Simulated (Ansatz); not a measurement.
Consider an equation of state with a fit of Rh, space group P6_3/mmc (Ansatz 0.2.0 through its Python package).

Script `run_eos.py`:
```python
from dataclasses import dataclass

import ansatz as az
import numpy as np


@dataclass
class Settings:
    smearing: str = 'Fermi-Dirac'
    kgrid: tuple[int, ...] = (12, 12, 7)


opts = Settings()

VECTORS = np.array([
    [2.730979, 0.0, 0.0],
    [-1.36549, 2.365097, 0.0],
    [0.0, 0.0, 4.428489],
])
SITES = [
    ('Rh', [2 / 3, 1 / 3, 0.75]),
    ('Rh', [1 / 3, 2 / 3, 0.25]),
]


def build(cell):
    crystal = az.Crystal(lattice=az.Lattice.of(cell))
    for symbol, position in SITES:
        crystal = crystal.atom(symbol, position)
    return crystal

volumes, energies, pressures = [], [], []
for scale in np.linspace(0.9, 1.1, 9):
    cell = VECTORS * scale ** (1 / 3)
    job = (
        build(cell).calculation()
        .functional(az.Functional.LDA)
        .occupations(opts.smearing)
        .basis(18 * az.Ha)
        .kpoints(*opts.kgrid)
        .stress()
    )
    r = job.run(threads=1).report
    volumes.append(abs(np.linalg.det(cell)) / len(SITES))
    energies.append(r['free_energy_ev'] / len(SITES))
    pressures.append(np.trace(r['stress_gpa']) / 3)
    print(f'V = {volumes[-1]:8.4f} A^3/atom  F = {energies[-1]:.5f} eV/atom  P = {pressures[-1]:8.3f} GPa')

x = np.array(volumes) ** (-2 / 3)
poly = np.polynomial.Polynomial.fit(x, energies, 3).convert()
roots = poly.deriv().roots()
x0 = min((r.real for r in roots if abs(r.imag) < 1e-9 and poly.deriv(2)(r.real) > 0), key=lambda r: abs(r - x.mean()))
v0 = x0 ** -1.5
b0 = 4 / 9 * poly.deriv(2)(x0) * v0 ** (-7 / 3) * 160.21766
b1 = 4 + 2 / 3 * x0 * poly.deriv(3)(x0) / poly.deriv(2)(x0)
print(f'V0 = {v0:.4f} A^3/atom, B0 = {b0:.1f} GPa, dB/dP = {b1:.2f}')
```

Where does the minimum lie against the volume typed, and how stiff is the crystal?

A third-order Birch-Murnaghan fit through the 9 points has its minimum at 13.29 Å³ an atom, 7.1 % below the typed cell, with a bulk modulus of 313 GPa and dB/dP = 5.2. From that minimum the energy rises by 13.5 meV an atom on the compressed side and 310.0 meV on the expanded side. The window is off centre, so dB/dP is rough.

The output:

```console
$ python run_eos.py
V =  12.8717 A^3/atom  F = -6278.62030 eV/atom  P =   10.752 GPa
V =  13.2292 A^3/atom  F = -6278.63355 eV/atom  P =    1.375 GPa
V =  13.5868 A^3/atom  F = -6278.62750 eV/atom  P =   -6.585 GPa
V =  13.9443 A^3/atom  F = -6278.60507 eV/atom  P =  -13.330 GPa
V =  14.3019 A^3/atom  F = -6278.56878 eV/atom  P =  -19.035 GPa
V =  14.6594 A^3/atom  F = -6278.52078 eV/atom  P =  -23.846 GPa
V =  15.0170 A^3/atom  F = -6278.46292 eV/atom  P =  -27.888 GPa
V =  15.3745 A^3/atom  F = -6278.39680 eV/atom  P =  -31.268 GPa
V =  15.7321 A^3/atom  F = -6278.32378 eV/atom  P =  -34.078 GPa
V0 = 13.2868 A^3/atom, B0 = 313.1 GPa, dB/dP = 5.21
```

What to keep in mind:
- Total energies depend on the potentials; only differences at equal settings carry meaning.
- Shape and fractional positions are held along the curve, so the bulk modulus is an upper value where they are free to relax, by a factor of two or more in layered or hydrogen-bonded cells.
- Pressure is positive in compression.
- At these settings the cell as given stands under about -19 GPa, so it isn't at this functional's equilibrium volume.
- This isn't the structure that Rh takes at ambient conditions.
- Run time: 20 s on 1 thread of Intel(R) Xeon(R) Processor @ 2.30GHz, with other jobs on the host, peak memory 0.52 GiB.
